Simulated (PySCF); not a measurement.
# C₅H₁₃FSi: magnetic properties

What do calculations give for the magnetic properties of C₅H₁₃FSi (`C[SiH2]CC[C@H](C)F`)?

Computed with PySCF 2.14.0 and routines of our own; the level stands in each step. Atoms count from 0.

## (1) The system as given

20 atoms, charge 0, multiplicity 1; geometry from: GFN2-xTB.

## (2) Magnetic properties: GIAO BHandHLYP/pcSseg-1

Job settings and geometry (Å):

```
{"job": {"kind": "mag", "xc": "BHandHLYP", "basis": "pcSseg-1", "isotopologues": 2}, "charge": 0, "multiplicity": 1}
C     -3.591734     0.248836    -0.346610
Si    -2.026257    -0.473776     0.443002
C     -0.500393     0.239972    -0.442567
C      0.812008    -0.247791     0.160100
C      2.031444     0.348023    -0.538596
C      3.345050    -0.190156     0.006684
F      2.018132     1.724503    -0.364575
H     -3.622806     1.329959    -0.245768
H     -4.483428    -0.149672     0.126614
H     -3.650579     0.016238    -1.406104
H     -1.972023    -0.127964     1.869535
H     -2.020070    -1.938844     0.312992
H     -0.517603     1.330174    -0.396051
H     -0.522074    -0.023854    -1.502338
H      0.854402     0.025195     1.215946
H      0.876630    -1.334426     0.089476
H      1.967661     0.194569    -1.624546
H      3.402142    -0.010730     1.077572
H      4.182506     0.308139    -0.475158
H      3.411844    -1.257715    -0.179613
```

Level: GIAO BHandHLYP/pcSseg-1 magnetisability, rotational g tensor and spin-rotation constants, non-relativistic, gas phase.

Started as:

```bash
$ OMP_NUM_THREADS=1 python excited_run.py task.json out
```

This one command runs all jobs of the session in turn.

Log:

```text
coarse grid: 16200 points
cycle   1  E = -587.3879607958  dE =  5.213e-01  |g| = 5.706e-01  |ddm| = 3.655e+00
cycle   2  E = -587.4052700590  dE = -1.731e-02  |g| = 5.632e-01  |ddm| = 7.179e-01
cycle   3  E = -587.4563114551  dE = -5.104e-02  |g| = 5.779e-02  |ddm| = 3.700e-01
cycle   4  E = -587.4567773204  dE = -4.659e-04  |g| = 2.878e-02  |ddm| = 5.212e-02
cycle   5  E = -587.4569599074  dE = -1.826e-04  |g| = 3.271e-03  |ddm| = 2.369e-02
cycle   6  E = -587.4569622773  dE = -2.370e-06  |g| = 7.587e-04  |ddm| = 3.405e-03
final grid: 149408 points
cycle   7  E = -587.4941368761  dE = -2.054e-05  |g| = 4.339e-03  |ddm| = 1.562e-02
cycle   8  E = -587.4941374057  dE = -5.296e-07  |g| = 4.277e-03  |ddm| = 6.317e-03
cycle   9  E = -587.4941409730  dE = -3.567e-06  |g| = 3.743e-04  |ddm| = 2.881e-03
cycle  10  E = -587.4941409938  dE = -2.074e-08  |g| = 1.297e-04  |ddm| = 3.423e-04
cycle  11  E = -587.4941409972  dE = -3.433e-09  |g| = 2.335e-05  |ddm| = 1.258e-04
cycle  12  E = -587.4941409973  dE = -1.230e-10  |g| = 4.689e-06  |ddm| = 2.698e-05
converged SCF energy = -587.4941409973

Magnetisability tensor (1e-30 J/T^2)
    -1479.14       18.59      -23.23
       18.59    -1461.92      -10.23
      -23.23      -10.23    -1403.88
isotropic -1448.31   principal values   -1493.51  -1457.53  -1393.89
isotropic susceptibility -87.219 1e-6 cm^3/mol

Inertial axes            a          b          c
rot. const./GHz      5.5671     0.7503     0.6954
chi total           -88.603    -87.541    -85.514
chi diamagnetic    -345.103  -1745.073  -1867.762
chi paramagnetic    256.500   1657.533   1782.248
quadrupole/D A        1.075     -2.842      1.767
g nuclear            0.6499     0.5819     0.5785
g electronic        -0.6708    -0.5843    -0.5822
g total             -0.0209    -0.0024    -0.0038

Spin-rotation constants (kHz, H = +C I.J)
atom  isotope        aa         bb         cc
  6    19F        2.633      0.392      0.209
  7     1H       -0.626     -0.011     -0.066
  8     1H       -0.061     -0.074     -0.078
  9     1H       -0.628     -0.083      0.001
 10     1H       -0.511     -0.069      0.028
 11     1H       -0.496      0.007     -0.045
 12     1H       -0.574      0.001     -0.067
 13     1H       -0.584     -0.091      0.007
 14     1H       -0.585     -0.090      0.021
 15     1H       -0.598     -0.002     -0.065
 16     1H       -0.517     -0.075      0.035
 17     1H       -0.618     -0.081      0.015
 18     1H       -0.017     -0.060     -0.075
 19     1H       -0.626     -0.012     -0.056
  0    13C*       0.594      0.081      0.071
  1   29Si*      -2.964     -0.447     -0.424
  2    13C*       0.749      0.107      0.089
  3    13C*       0.883      0.133      0.124
  4    13C*       1.539      0.176      0.180
  5    13C*       0.782      0.110      0.115
* in the singly substituted isotopologue

Isotopologues: g along a, b, c
2H    at 7,8,9,10,11,12    -0.0164    -0.0021    -0.0032
13C   at 0                 -0.0208    -0.0023    -0.0037
```

Wall time 26 s (1 thread of Arm Neoverse V2, shared host); peak memory 0.94 GiB.

Key values:

```csv
quantity,value
magnetisability,-1448·10⁻³⁰ J/T²
molar susceptibility,-87.2·10⁻⁶ cm³/mol
"rotational g (a, b, c)","-0.0209, -0.0024, -0.0038"
```

## (3) Magnetic properties: GIAO mPW1PW91/pcseg-1 in benzene

The job, as its differences from that of step 2:

```diff
@@ -1,2 +1,2 @@
-{"job": {"kind": "mag", "xc": "BHandHLYP", "basis": "pcSseg-1", "isotopologues": 2}, "charge": 0, "multiplicity": 1}
+{"job": {"kind": "mag", "xc": "mPW1PW91", "basis": "pcseg-1", "solvent": "benzene"}, "charge": 0, "multiplicity": 1}
 C     -3.591734     0.248836    -0.346610
```

Level: GIAO mPW1PW91/pcseg-1 magnetisability, non-relativistic, IEF-PCM benzene.

Log:

```text
coarse grid: 16200 points
cycle   1  E = -587.4647378328  dE =  3.603e-01  |g| = 5.583e-01  |ddm| = 4.073e+00
cycle   2  E = -587.4408864025  dE =  2.385e-02  |g| = 6.767e-01  |ddm| = 1.018e+00
cycle   3  E = -587.5333036561  dE = -9.242e-02  |g| = 6.543e-02  |ddm| = 5.581e-01
cycle   4  E = -587.5339537054  dE = -6.500e-04  |g| = 2.885e-02  |ddm| = 6.717e-02
cycle   5  E = -587.5341331667  dE = -1.795e-04  |g| = 3.202e-03  |ddm| = 2.649e-02
cycle   6  E = -587.5341351334  dE = -1.967e-06  |g| = 1.419e-03  |ddm| = 4.308e-03
final grid: 149408 points
cycle   7  E = -587.5816803780  dE = -3.848e-05  |g| = 7.292e-03  |ddm| = 2.796e-02
cycle   8  E = -587.5816736870  dE =  6.691e-06  |g| = 9.323e-03  |ddm| = 1.424e-02
cycle   9  E = -587.5816932755  dE = -1.959e-05  |g| = 7.454e-04  |ddm| = 7.853e-03
cycle  10  E = -587.5816933727  dE = -9.720e-08  |g| = 1.572e-04  |ddm| = 6.930e-04
cycle  11  E = -587.5816933772  dE = -4.464e-09  |g| = 3.735e-05  |ddm| = 1.547e-04
cycle  12  E = -587.5816933775  dE = -3.342e-10  |g| = 1.189e-05  |ddm| = 4.807e-05
converged SCF energy = -587.5816933775

Magnetisability tensor (1e-30 J/T^2)
    -1484.32       18.77      -23.48
       18.77    -1462.15       -7.81
      -23.48       -7.81    -1403.38
isotropic -1449.95   principal values   -1498.16  -1457.02  -1394.68
isotropic susceptibility -87.318 1e-6 cm^3/mol

Inertial axes            a          b          c
rot. const./GHz      5.5671     0.7503     0.6954
chi total           -88.907    -87.661    -85.386
chi diamagnetic    -343.949  -1743.721  -1866.336
chi paramagnetic    255.042   1656.060   1780.950
quadrupole/D A        1.341     -2.912      1.570
```

Run time: 22 s. Hardware: 1 thread of Arm Neoverse V2, shared host; peak memory 0.91 GiB.

Key values:

```csv
quantity,value
magnetisability,-1450·10⁻³⁰ J/T²
molar susceptibility,-87.3·10⁻⁶ cm³/mol
```

## (4) Results

| quantity | value |
| --- | --- |
| magnetisability (step 2, GIAO BHandHLYP/pcSseg-1) | -1448·10⁻³⁰ J/T² |
| molar susceptibility (step 2, GIAO BHandHLYP/pcSseg-1) | -87.2·10⁻⁶ cm³/mol |
| rotational g (a, b, c) (step 2, GIAO BHandHLYP/pcSseg-1) | -0.0209, -0.0024, -0.0038 |

**Reading.** The values above hold for this geometry and these levels alone. Vibrational averaging and real surroundings are missing from these values.
